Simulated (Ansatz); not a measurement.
**C3H7FSi: a ladder of functionals and wavefunction methods**

How much do the methods differ for C3H7FSi? The plan is to run it at one geometry with functionals of several rungs and with coupled cluster, and see how far each lands from CCSD(T) at the basis-set limit for the atomisation energy.

Method: functionals in def2-TZVPP, the program's frozen cores in correlated methods; program: Ansatz 0.2.0, Gaussian basis.

The runs, in order: PBE-D4, r2SCAN-D4, PBE0-D4, B3LYP-D4, ωB97X-V, ωB97M-V, B2PLYP; CCSD(T)/def2-TZVPP; MP2/def2-QZVPP; extrapolation to the limit.

## (1) Structure used throughout

All runs share one geometry, relaxed beforehand with PBE0-D4 in a triple-zeta def2 set.

12 atoms, charge 0, spin multiplicity 1.

Atoms are counted from 1 here; the program's logs count them from 0.

Bond lengths: F1–C2 1.392 Å, C2–Si3 1.885 Å, C2–H6 1.095 Å, C2–H7 1.095 Å, Si3–C4 1.847 Å, Si3–C5 1.843 Å, Si3–H8 1.478 Å, C4–C5 1.545 Å, C4–H9 1.086 Å, C4–H10 1.085 Å, C5–H11 1.085 Å, C5–H12 1.085 Å. Angles: F1–C2–Si3 111.5°, F1–C2–H6 107.8°, F1–C2–H7 108.4°, Si3–C2–H6 111.6°, Si3–C2–H7 109.6°, H6–C2–H7 107.8°, C2–Si3–C4 117.3°, C2–Si3–C5 119.1°, C2–Si3–H8 115.4°, C4–Si3–C5 49.5°, C4–Si3–H8 119.8°, C5–Si3–H8 119.9°, Si3–C4–C5 65.1°, Si3–C4–H9 119.7°, Si3–C4–H10 119.3°, C5–C4–H9 116.3°, C5–C4–H10 116.3°, H9–C4–H10 112.4° and more.

## (2) PBE-D4 (GGA)

Input file in.yaml:

```yaml
crystal:
  periodic: [false, false, false]
  atoms:
    - {symbol: F, position_ang: [-2.176032, -0.472448, 1.710864]}
    - {symbol: C, position_ang: [-1.094374, 0.357652, 1.432397]}
    - {symbol: Si, position_ang: [0.227795, -0.540306, 0.433406]}
    - {symbol: C, position_ang: [1.194661, 0.457188, -0.784441]}
    - {symbol: C, position_ang: [0.147739, -0.493723, -1.407077]}
    - {symbol: H, position_ang: [-0.699855, 0.724864, 2.385515]}
    - {symbol: H, position_ang: [-1.458901, 1.221460, 0.865914]}
    - {symbol: H, position_ang: [0.866128, -1.687005, 1.113893]}
    - {symbol: H, position_ang: [0.998498, 1.520072, -0.885225]}
    - {symbol: H, position_ang: [2.235615, 0.209831, -0.965050]}
    - {symbol: H, position_ang: [-0.703470, -0.022948, -1.888654]}
    - {symbol: H, position_ang: [0.539097, -1.329737, -1.977442]}
basis:
  gaussian: {orbitals: def2-TZVPP}
hamiltonian: {xc: pbe, dispersion: d4}
output: {forces: true, orbitals: {seedname: orbitals}}
```

On the command line:

```console
$ ansatz run in.yaml --threads 4 --pin off --events-out ev --progress --plain --max-ram 10444MiB
```

The runs that follow: r2SCAN-D4 (meta-GGA); PBE0-D4 (hybrid); B3LYP-D4 (hybrid); ωB97X-V (range-separated); ωB97M-V (range-separated); B2PLYP (double hybrid); CCSD(T) in def2-TZVPP; MP2 in def2-QZVPP.

**Question.** What will the summary of the whole plan be? Wanted: atomisation energy, CCSD(T)/CBS; farthest; mean size of error, hybrid; mean size of error, range-separated; gap, smallest and largest; T1 diagnostic; triples share of the correlation energy.

As calculated:

| quantity | value |
| --- | --- |
| atomisation energy, CCSD(T)/CBS | 4469.9 kJ/mol |
| functionals within 22.3 kJ/mol (0.5 %) | B3LYP-D4, ωB97X-V, ωB97M-V |
| farthest | PBE-D4 (+96.9 kJ/mol) |
| mean size of error, hybrid | 14.2 kJ/mol |
| mean size of error, range-separated | 20.8 kJ/mol |
| gap, smallest and largest | 5.22 eV (PBE-D4), 11.55 eV (ωB97X-V) |
| T1 diagnostic | 0.0112 |
| triples share of the correlation energy | 3.7 % |

What this shows: PBE-D4 is off by +96.9 kJ/mol. Double hybrids carry the basis error of their MP2 part in triple zeta, and no dispersion term here, so their miss is partly the set-up's. The reference freezes the cores and leaves out relativity and excitations past (T), so misses under about 22.3 kJ/mol can't be ranked. Hartree-Fock recovers 74 % of the binding; the rest is correlation. Orbital gaps span 5.2 to 11.5 eV; exact exchange widens them.
